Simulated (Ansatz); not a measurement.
**C₂H₈BN: small, medium and large basis sets**

One table from this session's results is given with a row withheld; the runs are named, their logs left out.

Computed with Ansatz 0.2.0, Gaussian basis. Level: one geometry, several basis sets.

The runs, in order: PBE0-D4/def2-SVP; ωB97M-V/def2-SVP; PBE0-D4/def2-QZVPP; ωB97M-V/def2-QZVPP; the functionals' def2-TZVPP values are taken from earlier runs.

### Structure used throughout

All runs share one geometry, relaxed beforehand with PBE0-D4 in a triple-zeta def2 set.

SMILES `BCCN`, 12 atoms, charge 0, spin multiplicity 1.

Atoms are counted from 1 here; the program's logs count them from 0.

Bond lengths: B1–C2 1.550 Å, B1–H5 1.198 Å, B1–H6 1.200 Å, C2–C3 1.526 Å, C2–H7 1.098 Å, C2–H8 1.109 Å, C3–N4 1.453 Å, C3–H9 1.095 Å, C3–H10 1.095 Å, N4–H11 1.013 Å, N4–H12 1.013 Å. Angles: C2–B1–H5 120.3°, C2–B1–H6 121.3°, H5–B1–H6 118.3°, B1–C2–C3 118.2°, B1–C2–H7 111.5°, B1–C2–H8 101.7°, C3–C2–H7 111.3°, C3–C2–H8 109.3°, H7–C2–H8 103.2°, C2–C3–N4 116.8°, C2–C3–H9 109.1°, C2–C3–H10 109.2°, N4–C3–H9 108.0°, N4–C3–H10 107.5°, H9–C3–H10 105.6°, C3–N4–H11 110.4°, C3–N4–H12 110.4°, H11–N4–H12 106.5°.

Geometry (Å):

```xyz
12
C2H8BN
B    -0.8826    1.6928   -0.1999
C    -0.5594    0.1778   -0.2481
C     0.8172   -0.2817    0.2245
N     1.0393   -1.7156    0.2969
H    -1.8516    2.1218   -0.7590
H    -0.2091    2.4544    0.4372
H    -0.8115   -0.2573   -1.2243
H    -1.3368   -0.2403    0.4233
H     1.0171    0.1424    1.2136
H     1.5834    0.1378   -0.4354
H     0.9058   -2.1405   -0.6132
H     0.3650   -2.1468    0.9184
```

The first run:

in.yaml reads:

```yaml
crystal:
  periodic: [false, false, false]
  atoms:
    - {symbol: B, position_ang: [-0.882580, 1.692845, -0.199931]}
    - {symbol: C, position_ang: [-0.559417, 0.177784, -0.248113]}
    - {symbol: C, position_ang: [0.817221, -0.281653, 0.224507]}
    - {symbol: N, position_ang: [1.039275, -1.715633, 0.296894]}
    - {symbol: H, position_ang: [-1.851554, 2.121842, -0.759010]}
    - {symbol: H, position_ang: [-0.209084, 2.454402, 0.437175]}
    - {symbol: H, position_ang: [-0.811478, -0.257319, -1.224295]}
    - {symbol: H, position_ang: [-1.336804, -0.240263, 0.423271]}
    - {symbol: H, position_ang: [1.017135, 0.142372, 1.213646]}
    - {symbol: H, position_ang: [1.583350, 0.137808, -0.435418]}
    - {symbol: H, position_ang: [0.905792, -2.140549, -0.613166]}
    - {symbol: H, position_ang: [0.365045, -2.146837, 0.918441]}
basis:
  gaussian: {orbitals: def2-SVP}
hamiltonian: {xc: pbe0, dispersion: d4}
output: {orbitals: {seedname: orbitals}}
```

Run with:

```bash
ansatz run in.yaml --threads 2 --pin off --events-out ev --progress --plain --max-ram 4352MiB
```

Among the steps run: PBE0-D4 in def2-SVP; ωB97M-V in def2-SVP; PBE0-D4 in def2-QZVPP; ωB97M-V in def2-QZVPP.

One table of the session follows, with a row left open; its other results are not shown here.

It belongs to the step «Density functionals: the series». 

```
functional       basis  HOMO (eV)
   PBE0-D4    def2-SVP      -6.56
   PBE0-D4  def2-TZVPP          ?
   PBE0-D4  def2-QZVPP      -6.87
   ωB97M-V    def2-SVP      -8.95
   ωB97M-V  def2-TZVPP      -9.22
   ωB97M-V  def2-QZVPP      -9.27
```

Estimate the missing values for PBE0-D4, def2-TZVPP.

**Answer.** HOMO (eV): -6.82. In the column «HOMO (eV)» it lies between PBE0-D4, def2-QZVPP (-6.87) and PBE0-D4, def2-SVP (-6.56).
